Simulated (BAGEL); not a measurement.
# Si5H10 (SMILES [SiH2]1[SiH2][SiH2][SiH2][SiH2]1): a chain of runs

We compute a single-point energy (HF/def2-SVP), then the energy (NEVPT2(2,2)/def2-SVP) of Si5H10. 

The calculation is run with BAGEL 1.2.2.

## 1. The system as given

The species is Si5H10 (15 atoms), meant as a singlet with charge 0. SMILES: `[SiH2]1[SiH2][SiH2][SiH2][SiH2]1`. The Si1–H6 distance was set to 2.833 Å, away from the relaxed value. At this shape a bond of the SMILES string is far longer than usual.

Bond lengths: Si1–Si2 2.341 Å, Si2–Si3 2.341 Å, Si3–Si4 2.346 Å, Si1–Si5 2.350 Å, Si4–Si5 2.358 Å, Si1–H7 1.489 Å, Si2–H8 1.488 Å, Si2–H9 1.491 Å, Si3–H10 1.489 Å, Si3–H11 1.491 Å, Si4–H12 1.490 Å, Si4–H13 1.489 Å, Si5–H14 1.489 Å, Si5–H15 1.490 Å. Some angles: Si1–Si2–Si3 100.9°, Si2–Si1–Si5 103.6°, Si2–Si3–Si4 102.6°, Si3–Si4–Si5 105.3°, Si1–Si5–Si4 105.6°, Si1–Si2–H8 114.0°, Si1–Si2–H9 109.3°, Si3–Si2–H8 114.3°, Si3–Si2–H9 109.1°, Si2–Si1–H7 114.3°.

## 2. A single-point energy at HF/def2-SVP (density fitting with svp-jkfit) (run 1)

The input, calc.json:

```json
{ "bagel" : [

{
  "title" : "molecule",
  "basis" : "svp",
  "df_basis" : "svp-jkfit",
  "angstrom" : true,
  "geometry" : [
    { "atom" : "Si", "xyz" : [      -1.884951,       0.383002,       0.677996 ] },
    { "atom" : "Si", "xyz" : [      -0.859981,      -1.326688,       1.905536 ] },
    { "atom" : "Si", "xyz" : [       0.884419,      -1.923418,       0.463586 ] },
    { "atom" : "Si", "xyz" : [      -0.194231,      -2.053778,      -1.615574 ] },
    { "atom" : "Si", "xyz" : [      -1.933101,      -0.465018,      -1.512874 ] },
    { "atom" : "H", "xyz" : [      -0.194180,       2.654660,       0.740620 ] },
    { "atom" : "H", "xyz" : [      -3.229451,       0.776932,       1.180896 ] },
    { "atom" : "H", "xyz" : [      -0.415641,      -0.914108,       3.264816 ] },
    { "atom" : "H", "xyz" : [      -1.801801,      -2.475168,       2.033906 ] },
    { "atom" : "H", "xyz" : [       1.594199,      -3.176558,       0.839736 ] },
    { "atom" : "H", "xyz" : [       1.870549,      -0.805758,       0.432016 ] },
    { "atom" : "H", "xyz" : [      -0.786441,      -3.411648,      -1.775744 ] },
    { "atom" : "H", "xyz" : [       0.729129,      -1.805788,      -2.756794 ] },
    { "atom" : "H", "xyz" : [      -1.753261,       0.614642,      -2.522314 ] },
    { "atom" : "H", "xyz" : [      -3.237731,      -1.135988,      -1.771094 ] }
  ]
},

{
  "title" : "hf",
  "charge" : 0
},

{
  "title" : "print",
  "file" : "orbitals.molden",
  "orbitals" : true
}

]}
```

On the command line:

```
$ BAGEL_NUM_THREADS=1 BAGEL calc.json > calc.out
```

The program printed:

```text
* using 1 threads per process

  ===============================================================
  ===============================================================

  *** Geometry ***

  { "atom" : "Si", "xyz" : [     -3.562041,      0.723769,      1.281227 ] },
  { "atom" : "Si", "xyz" : [     -1.625129,     -2.507077,      3.600941 ] },
  { "atom" : "Si", "xyz" : [      1.671310,     -3.634733,      0.876051 ] },
  { "atom" : "Si", "xyz" : [     -0.367043,     -3.881078,     -3.052992 ] },
  { "atom" : "Si", "xyz" : [     -3.653031,     -0.878757,     -2.858918 ] },
  { "atom" : "H", "xyz" : [     -0.366947,      5.016580,      1.399569 ] },
  { "atom" : "H", "xyz" : [     -6.102778,      1.468189,      2.231570 ] },
  { "atom" : "H", "xyz" : [     -0.785448,     -1.727414,      6.169608 ] },
  { "atom" : "H", "xyz" : [     -3.404910,     -4.677390,      3.843525 ] },
  { "atom" : "H", "xyz" : [      3.012599,     -6.002825,      1.586871 ] },
  { "atom" : "H", "xyz" : [      3.534825,     -1.522662,      0.816392 ] },
  { "atom" : "H", "xyz" : [     -1.486158,     -6.447080,     -3.355670 ] },
  { "atom" : "H", "xyz" : [      1.377854,     -3.412445,     -5.209586 ] },
  { "atom" : "H", "xyz" : [     -3.313183,      1.161505,     -4.766483 ] },
  { "atom" : "H", "xyz" : [     -6.118425,     -2.146706,     -3.346883 ] },

  Number of auxiliary basis functions:      820

  Since a DF basis is specified, we compute 2- and 3-index integrals:
    o Being stored without compression. Storage requirement is 0.129 GB

  Number of basis functions:      140
  Number of electrons      :       80

    * METHOD: MOLECULE                             0.98

  *** RHF ***

  === Nuclear Repulsion ===
   491.5748475879

      * DIIS with orbital gradients will be used.

  === RHF iteration (svp) ===
      0      -1449.74884241          0.00683079           0.50
      1      -1449.85441809          0.00296221           0.50
      2      -1449.87166083          0.00112493           0.50
      3      -1449.87460451          0.00011125           0.50
      4      -1449.87464778          0.00002823           0.50
      5      -1449.87465090          0.00000739           0.50
      6      -1449.87465110          0.00000176           0.50
      7      -1449.87465112          0.00000059           0.51
      8      -1449.87465112          0.00000015           0.50
      9      -1449.87465112          0.00000006           0.50
     10      -1449.87465112          0.00000002           0.51
     11      -1449.87465112          0.00000001           0.50
    * SCF iteration converged.

    * Permanent dipole moment:
           (    0.441206,     1.038393,     0.082958) a.u.

    * METHOD: HF                                   6.79

    * METHOD: PRINT                                0.05

  ===============================================================
```

It took 8.1 s on 1 thread of Arm Neoverse V1, shared host; peak memory 0.41 GiB.

## 3. The energy at NEVPT2(2,2)/def2-SVP (density fitting with svp-jkfit) (run 2)

The input, input.json:

```json
{ "bagel": [

{
  "title": "molecule",
  "basis": "svp",
  "df_basis": "svp-jkfit",
  "angstrom": "true",
  "geometry": [
    { "atom": "Si", "xyz": [      -1.884951,       0.383002,       0.677996 ] },
    { "atom": "Si", "xyz": [      -0.859981,      -1.326688,       1.905536 ] },
    { "atom": "Si", "xyz": [       0.884419,      -1.923418,       0.463586 ] },
    { "atom": "Si", "xyz": [      -0.194231,      -2.053778,      -1.615574 ] },
    { "atom": "Si", "xyz": [      -1.933101,      -0.465018,      -1.512874 ] },
    { "atom": "H", "xyz": [      -0.194180,       2.654660,       0.740620 ] },
    { "atom": "H", "xyz": [      -3.229451,       0.776932,       1.180896 ] },
    { "atom": "H", "xyz": [      -0.415641,      -0.914108,       3.264816 ] },
    { "atom": "H", "xyz": [      -1.801801,      -2.475168,       2.033906 ] },
    { "atom": "H", "xyz": [       1.594199,      -3.176558,       0.839736 ] },
    { "atom": "H", "xyz": [       1.870549,      -0.805758,       0.432016 ] },
    { "atom": "H", "xyz": [      -0.786441,      -3.411648,      -1.775744 ] },
    { "atom": "H", "xyz": [       0.729129,      -1.805788,      -2.756794 ] },
    { "atom": "H", "xyz": [      -1.753261,       0.614642,      -2.522314 ] },
    { "atom": "H", "xyz": [      -3.237731,      -1.135988,      -1.771094 ] }
  ]
},

{
  "title": "hf"
},

{
  "title": "nevpt2",
  "nstate": 1,
  "nact": 2,
  "nclosed": 39,
  "active": [40, 41],
  "maxiter": 200,
  "natocc": "true",
  "ncore": 25
},

{
  "title": "print",
  "file": "orbitals.molden",
  "orbitals": "true"
}

]}
```

On the command line:

```
$ BAGEL_NUM_THREADS=1 BAGEL input.json > input.out
```

The program printed:

```text
* using 1 threads per process

  ===============================================================
  ===============================================================

  *** Geometry ***

  { "atom" : "Si", "xyz" : [     -3.562041,      0.723769,      1.281227 ] },
  { "atom" : "Si", "xyz" : [     -1.625129,     -2.507077,      3.600941 ] },
  { "atom" : "Si", "xyz" : [      1.671310,     -3.634733,      0.876051 ] },
[... 11 lines of this table left out ...]
  { "atom" : "H", "xyz" : [     -6.118425,     -2.146706,     -3.346883 ] },

  Number of auxiliary basis functions:      820

  Since a DF basis is specified, we compute 2- and 3-index integrals:
    o Being stored without compression. Storage requirement is 0.129 GB

  Number of basis functions:      140
  Number of electrons      :       80

    * METHOD: MOLECULE                             1.08

  *** RHF ***

[... 11 lines left out ...]
    * SCF iteration converged.
[... 1 line left out ...]
    * Permanent dipole moment:
[... 22 lines left out ...]
      0  0     -1449.90643289     2.38e-03      0.09

      1  0     -1449.93109044     6.55e-04      2.48
[... 19 lines of this table left out ...]
     11  0     -1449.93262442     5.46e-09      2.02

    * Second-order optimization converged. *

     guess   0:   closed 1.                   open ..

  === FCI iteration ===

      0  0     -1449.86765644     7.33e-02      0.00
      1  0     -1449.93104596     1.13e-02      0.00
      2  0 *   -1449.93262442     8.77e-16      0.00

     * ci vector, state   0, <S^2> = 0.0000
       2.     0.9136990019
       .2    -0.4063916017

  === DF-NEVPT2 calculation ===

    * 3-index integral transformation done
    * assembly done

      NEVPT2 correlation energy:   -0.4754101461      0.66

          (+0)     -0.4425077824
          (+0)'    -0.0053762243
          (+1)     -0.0069419781
          (+1)'    -0.0000000000
          (+2)     -0.0001939744
          (-1)     -0.0189302873
          (-1)'     0.0000000000
          (-2)     -0.0014598997

      NEVPT2 total energy:       -1450.4080345703

    * METHOD: NEVPT2                              29.37

    * METHOD: PRINT                                0.05

  ===============================================================
```

Run time: 38 s. Hardware: 1 thread of Arm Neoverse V1, shared host; peak memory 0.41 GiB.

## 4. Summary of results

| quantity | value |
| --- | --- |
| run 1, HF/def2-SVP: total energy | -1449.87465 Eh |
| run 1, HF/def2-SVP: dipole moment | 2.88 D |
| run 1, HF/def2-SVP: HOMO energy | -8.57 eV |
| run 1, HF/def2-SVP: LUMO energy | -0.27 eV |
| run 1, HF/def2-SVP: HOMO–LUMO gap | 8.29 eV |
| run 2, NEVPT2(2,2)/def2-SVP: total energy | -1450.40803 Eh |

**Reading.** One bond (run 1, HF/def2-SVP) is far stretched, which a spin-restricted single reference describes badly; a broken-symmetry solution may lie lower.
